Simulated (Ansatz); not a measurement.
**CH7ClOSi2: up Jacob's ladder to CCSD(T)**

An exercise on one series of results from a longer session: the logs are not shown, and one member is left open.

The runs use Ansatz 0.2.0, Gaussian basis; functionals in def2-TZVPP, the program's frozen cores in correlated methods.

The runs, in order: LDA (SPW92), PBE-D4, revPBE-D4, BLYP-D4, r2SCAN-D4, B97M-V, PBE0-D4, B3LYP-D4, r2SCANh-D4, r2SCAN0-D4, HSE06-D4, BHLYP-D4, CAM-B3LYP-D4, LC-ωPBE, ωB97X-V, ωB97M-V, B2PLYP, PBE-QIDH; CCSD(T)/def2-SVP; CCSD(T)/def2-TZVPP; MP2/def2-QZVPP; extrapolation to the limit; RPA on PBE.

### The relaxed structure

An earlier PBE0-D4 in a triple-zeta def2 set relaxation fixed the geometry.

SMILES `C[SiH2][SiH](O)Cl`, 12 atoms, charge 0, spin multiplicity 1.

Atoms are counted from 1 here; the program's logs count them from 0.

Bond lengths: C1–Si2 1.873 Å, C1–H6 1.092 Å, C1–H7 1.092 Å, C1–H8 1.092 Å, Si2–Si3 2.336 Å, Si2–H9 1.490 Å, Si2–H10 1.490 Å, Si3–O4 1.642 Å, Si3–Cl5 2.074 Å, Si3–H11 1.487 Å, O4–H12 0.959 Å. Angles: Si2–C1–H6 110.8°, Si2–C1–H7 110.4°, Si2–C1–H8 110.4°, H6–C1–H7 108.4°, H6–C1–H8 108.5°, H7–C1–H8 108.2°, C1–Si2–Si3 109.8°, C1–Si2–H9 111.3°, C1–Si2–H10 111.3°, Si3–Si2–H9 108.9°, Si3–Si2–H10 107.4°, H9–Si2–H10 107.9°, Si2–Si3–O4 107.3°, Si2–Si3–Cl5 108.2°, Si2–Si3–H11 116.2°, O4–Si3–Cl5 109.9°, O4–Si3–H11 110.8°, Cl5–Si3–H11 104.4° and more.

The first run:

in.yaml reads:

```yaml
crystal:
  periodic: [false, false, false]
  atoms:
    - {symbol: C, position_ang: [-1.520926, -0.736321, -0.868351]}
    - {symbol: Si, position_ang: [-0.183091, -1.056376, 0.402119]}
    - {symbol: Si, position_ang: [1.108103, 0.868116, 0.695924]}
    - {symbol: O, position_ang: [1.780083, 1.233346, -0.757578]}
    - {symbol: Cl, position_ang: [-0.149347, 2.404416, 1.297576]}
    - {symbol: H, position_ang: [-2.148997, -1.619672, -1.001673]}
    - {symbol: H, position_ang: [-2.155339, 0.094117, -0.551811]}
    - {symbol: H, position_ang: [-1.077177, -0.478721, -1.832090]}
    - {symbol: H, position_ang: [0.706522, -2.175565, -0.017350]}
    - {symbol: H, position_ang: [-0.766936, -1.406175, 1.727082]}
    - {symbol: H, position_ang: [2.148646, 0.804417, 1.756680]}
    - {symbol: H, position_ang: [2.335558, 2.013216, -0.816629]}
basis:
  gaussian: {orbitals: def2-TZVPP}
hamiltonian: {xc: lda}
output: {orbitals: {seedname: orbitals}}
```

Run with:

```bash
$ ansatz run in.yaml --threads 4 --pin off --events-out ev --progress --plain --max-ram 10444MiB
```

Among the steps run: LDA; PBE-D4 (GGA); revPBE-D4 (GGA); BLYP-D4 (GGA); r2SCAN-D4 (meta-GGA); B97M-V (meta-GGA); B3LYP-D4 (hybrid); r2SCANh-D4 (hybrid); r2SCAN0-D4 (hybrid); HSE06-D4 (hybrid); BHLYP-D4 (hybrid); CAM-B3LYP-D4 (range-separated); LC-ωPBE (range-separated); ωB97X-V (range-separated); ωB97M-V (range-separated); B2PLYP (double hybrid); PBE-QIDH (double hybrid).

One table of the session follows, with a row left open; its other results are not shown here.

It belongs to the step «Frontier levels by functional». 

| functional | HOMO (eV) | gap (eV) |
| --- | --- | --- |
| LDA (SPW92) | -6.75 | 5.42 |
| PBE-D4 | -6.68 | 5.56 |
| revPBE-D4 | -6.64 | 5.62 |
| BLYP-D4 | -6.56 | 5.57 |
| r2SCAN-D4 | -6.96 | 6.18 |
| B97M-V | -7.05 | 6.04 |
| PBE0-D4 | -7.88 | 7.60 |
| B3LYP-D4 | -7.69 | 7.19 |
| r2SCANh-D4 | -7.39 | 6.90 |
| r2SCAN0-D4 | -8.05 | 7.98 |
| HSE06-D4 | -7.48 | 6.83 |
| BHLYP-D4 | ? | ? |
| CAM-B3LYP-D4 | -9.19 | 9.88 |
| LC-ωPBE | -10.49 | 12.36 |
| ωB97X-V | -10.17 | 11.88 |
| ωB97M-V | -9.93 | 11.31 |

**Question.** Estimate the row for BHLYP-D4.

Worked estimate for «HOMO (eV)». Against the share of exact exchange, BLYP-D4 (0, -6.56), B3LYP-D4 (0.2, -7.69) give a slope of -5.65 per unit share; at 0.5 the line stands at -9.38.

The run gave: HOMO (eV): -8.99; gap (eV): 9.56. In «HOMO (eV)» the line misses by -0.39.
